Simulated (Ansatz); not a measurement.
**ZnS+ (doublet): from Hartree-Fock to the top rungs, def2-SVP**

One table from this session's results is given with a row withheld; the runs are named, their logs left out.

Program: Ansatz 0.2.0, Gaussian basis. Level of theory: def2-SVP, core rule «outside noble gas», up to 14 orbitals frozen. These are calculated values, not measurements.

The runs, in order: UHF; CCSD(T) on ROHF; CCSD(T) on UHF; CISD; CCSDT(Q) on ROHF; CCSDT(Q) on UHF; CASSCF and MRCISD+Q, 17 electrons in 10 orbitals; CASSCF and NEVPT2, 17 electrons in 10 orbitals.

2 further runs of the same task are left out: 2 set aside as unsound or not needed.

## The system

The geometry is a PBE0/def2-TZVP stationary point (not a proven minimum) of the parent state, kept for this charge and spin.

2 atoms, charge 1, spin multiplicity 2.

Atoms are counted from 1 here; the program's logs count them from 0.

Bond lengths: Zn1–S2 2.056 Å.

Geometry (Å):

```
Zn    0.00000    0.00000    0.00000
S     0.00000    0.00000    2.05600
```

Set-up of the first run:

Input file in.yaml:

```yaml
crystal:
  periodic: [false, false, false]
  atoms:
    - {symbol: Zn, position_ang: [0.000000, 0.000000, 0.000000]}
    - {symbol: S, position_ang: [0.000000, 0.000000, 2.056000]}
basis:
  gaussian: {orbitals: def2-SVP}
total_charge: 1
magnetization: {spin_polarized: true, initial_magnetization: 1}
hamiltonian: {xc: hf}
output: {orbitals: {seedname: orbitals}}
```

Command:

```console
$ ansatz run in.yaml --threads 1 --pin off --events-out ev --progress --plain --max-ram 2816MiB --backend cpu
```

Steps of the session up to this table: UHF; CCSD(T) on ROHF; CCSD(T) on UHF; CISD; CCSDT(Q) on ROHF; CCSDT(Q) on UHF; CASSCF and MRCISD+Q, 17 electrons in 10 orbitals; CASSCF and NEVPT2, 17 electrons in 10 orbitals.

One of the session's tables, all rows but one given; the rest of the session is left out.

It belongs to the step «Misses and costs». 

```
          method  from UCCSDT(Q) (kcal/mol)
            ROHF                    +244.85
             UHF                    +242.38
            RMP2                      +4.64
            UMP2                      +4.78
            CISD                     +25.56
           RCCSD                      +6.78
           UCCSD                      +6.71
        RCCSD(T)                      -0.23
        UCCSD(T)                          ?
          RCCSDT                      -0.29
          UCCSDT                      -0.30
       RCCSDT(Q)                      +0.09
       UCCSDT(Q)                          0
  CASSCF valence                    +235.47
  NEVPT2 valence                     +29.92
  MRCISD valence                     +22.51
MRCISD+Q valence                      +5.71
```

**Question.** Estimate the row for UCCSD(T).

**Answer.** from UCCSDT(Q) (kcal/mol): -0.22. In the column «from UCCSDT(Q) (kcal/mol)» it lies between RCCSD(T) (-0.23) and UCCSDT(Q) (0).

Caveats from the session: Restricted and unrestricted rows rest on different reference determinants; where their highest levels disagree by more than a few hundredths of an eV, they describe different states and don't form one ladder.
